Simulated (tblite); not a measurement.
# C6H8NSe: the cost of one run

Programs: tblite 0.8.0 and PySCF 2.14.0, with density-fitted response routines of our own. Each step states its level of theory. These are calculated values for one molecule in the gas phase, unless marked as measured. Atoms count from 0, in the outputs and in this text.

**1. Starting geometry**

16 atoms, charge 0, multiplicity 2; geometry from: force field or distance geometry start.

Bonds of the start (Å): C0–C1 1.34, C1–C2 1.51, C2–C3 1.52, C3–C4 1.54, C4–C5 1.49, C5–N6 1.28, N6–Se7 1.86, Se7–C3 1.95, C0–H8 1.08, C0–H9 1.10, C1–H10 1.08, C2–H11 1.11, C2–H12 1.11, C4–H13 1.11, C4–H14 1.10, C5–H15 1.10.

**2. Geometry optimisation with GFN2-xTB**

Job settings and geometry (Å):

```
{"job": {"kind": "relax", "xc": "GFN2-xTB", "basis": "xTB"}, "charge": 0, "multiplicity": 2}
C     -2.263600    -1.291000     0.182000
C     -1.827500    -0.172800    -0.418000
C     -0.518600    -0.162300    -1.168600
C      0.668400    -0.381600    -0.252400
C      0.873100     0.730900     0.786600
C      2.336700     0.839800     1.033900
N      3.138400     0.307800     0.186500
Se     2.329700    -0.550400    -1.250100
H     -1.700800    -2.216700     0.137100
H     -3.219300    -1.275500     0.723900
H     -2.419400     0.728500    -0.355500
H     -0.557500    -0.958900    -1.944200
H     -0.424100     0.818600    -1.682700
H      0.515700     1.708200     0.388600
H      0.335600     0.493100     1.721200
H      2.725500     1.391300     1.900200
```

Run with:

```
OMP_NUM_THREADS=1 python probes_run.py task.json out
```

One launch serves the whole session: the jobs run in the order shown.

**Question.** How long does this first job take on 1 thread of Arm Neoverse V1, shared host?

About 1 s.
